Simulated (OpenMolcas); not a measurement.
# Os⁵⁺ among point charges: CASSCF and CASPT2 levels and susceptibility

How does a field of 3 point charges split the states of Os⁵⁺, and what χT follows?

Program: OpenMolcas 26.06. Level of theory: state-averaged CASSCF and CASPT2, spin-orbit coupling by RASSI with atomic mean-field integrals. These are calculated values, not measurements, unless marked.

## 1. The system

| Quantity | Value |
| --- | --- |
| Species | Os⁵⁺ (osmium, Z = 76, 71 electrons) |
| Basis | ANO-RCC-VDZP [7s6p4d2f1g], 68 functions |
| Scalar Hamiltonian | DKH2, point nucleus |
| Inactive shells | 1s 2s 2p 3s 3p 3d 4s 4p 4d 4f 5s 5p |
| Active space | 3 electrons in 5 orbitals (5d) |
| Some configurations of this space | 5d³ |
| Orbitals | optimised for each spin and parity, averaged over all roots |

Outer shells as boxes (Hund's rule):

5d3
```
5d [↑ ][↑ ][↑ ][  ][  ]
```

The ion sits among 3 point charges of -2 e arranged as a planar triangle (D3h), 2.05 Å from the ion.

Each step is its own input file, run in one work folder so that later steps find the files of earlier ones. Labels, J, g values, rates, χT and fits are worked out afterwards by a script from the matrices that RASSI stores.

## 2. Basis and integrals

File a.inp:

```
&GATEWAY
Coord
1

Os 0.0 0.0 0.0
Basis=ANO-RCC-VDZP
Group=NoSym
NoMove
AngMom=0.0 0.0 0.0
AMFI
XField
3 Angstrom 0
2.050000 0.000000 0.000000 -2.000000
-1.025000 1.775352 0.000000 -2.000000
-1.025000 -1.775352 0.000000 -2.000000
&SEWARD
```

Launch:

```console
> OMP_NUM_THREADS=1 MOLCAS_MEM=1689 MOLCAS_PROJECT=a pymolcas a.inp > a.log
```

## 3. Reference wave functions, quartets, 10 roots

File a.inp:

```
&RASSCF
FileOrb=start.orb
Symmetry=1
Spin=4
nActEl=3 0 0
Inactive=34
Ras2=5
CIRoot=10 10 1
SDav=10
CIMx=300
Iter=120 100
PrWF=0.3
OrbListing=Nothing
MaxOrb=0
>>> COPY $Project.JobIph JOB001
```

start.orb holds the contracted functions of the basis, ordered by shell, or the orbitals of the step before.

## 4. CASSCF: doublets, 40 roots

File a.inp:

```
&RASSCF
FileOrb=start.orb
Symmetry=1
Spin=2
nActEl=3 0 0
Inactive=34
Ras2=5
CIRoot=40 40 1
SDav=40
CIMx=300
Iter=120 100
PrWF=0.3
OrbListing=Nothing
MaxOrb=0
>>> COPY $Project.JobIph JOB002
```

## 5. RASSI: spin-orbit coupling between the states

File a.inp:

```
&RASSI
NrOfJobIphs=2 10 40
1 2 3 4 5 6 7 8 9 10
1 2 3 4 5 6 7 8 9 10 11 12 13 14 15 16 17 18 19 20 21 22 23 24 25 26 27
28 29 30 31 32 33 34 35 36 37 38 39 40
IphNames
JOB001
JOB002
EJob
SpinOrbit
DIPRint=1.0
SOCoupling=1000.0
Subsets=2
Property=9
'ANGMOM' 1 'ANGMOM' 2 'ANGMOM' 3 'MLTPL  1' 1 'MLTPL  1' 2 'MLTPL  1' 3
'AMFI' 1 'AMFI' 2 'AMFI' 3
SOProperty=3
'ANGMOM' 1 'ANGMOM' 2 'ANGMOM' 3
```

## 6. CASPT2: IPEA 0.25, imaginary shift 0.1 (closed shells correlated: 4f 5s 5p)

File a.inp:

```
>>> COPY JOB001 $Project.JobIph
&CASPT2
Multistate=10 1 2 3 4 5 6 7 8 9 10
NoMult
Frozen=23
IPEA=0.25
Imaginary=0.1
MaxIter=60
WThr=0.0 0.3 0.05
PrWF=0.5
NoMix
>>> COPY JOB002 $Project.JobIph
&CASPT2
Multistate=40 1 2 3 4 5 6 7 8 9 10 11 12 13 14 15 16 17 18 19 20 21 22
23 24 25 26 27 28 29 30 31 32 33 34 35 36 37 38 39 40
NoMult
Frozen=23
IPEA=0.25
Imaginary=0.1
MaxIter=60
WThr=0.0 0.3 0.05
PrWF=0.5
NoMix
```

(Steps that only read results are left out.)

Before running it: what results should come out? Wanted: spin-free ground state; first state of the same spin within the active space; lowest level; next level.

**Answer**, as computed:

| quantity | value |
| --- | --- |
| method | SS-CASPT2, IPEA 0.25, imaginary shift 0.1 (closed shells correlated: 4f 5s 5p) |
| spin-free ground state | 4A2, 1-fold in its orbital part |
| first state of the same spin within the active space | 4A1 at 3900 cm⁻¹ |
| lowest level | 2-fold E3/2, g = 0.00, 0.00, 1.95 |
| next level | 3292.3 cm⁻¹ |
| χT at 300 K | 0.14 cm³ K/mol |
| effective moment at 300 K | 1.07 μB |

Cost by method:

```
                                                 method  time of its own steps  time with the reference
                                              A. CASSCF                   12 s                     12 s
B. SS-CASPT2, IPEA 0.25, imaginary shift 0.1, +4f 5s 5p                   16 s                     28 s
```

Times are of one thread on a shared host.

What this shows: The spin-free ground state (4A2) comes to 54 % from free-ion P terms and keeps the highest spin of the shell. χT at 300 K is 0.14, against 1.88 cm³ K/mol for the spin alone, so spin-orbit coupling lowers it. CASPT2 does not keep the components of a term degenerate, and the means are used. The field of point charges can differ much from that of real complexes. This is an electrostatic model: the charges have no orbitals.
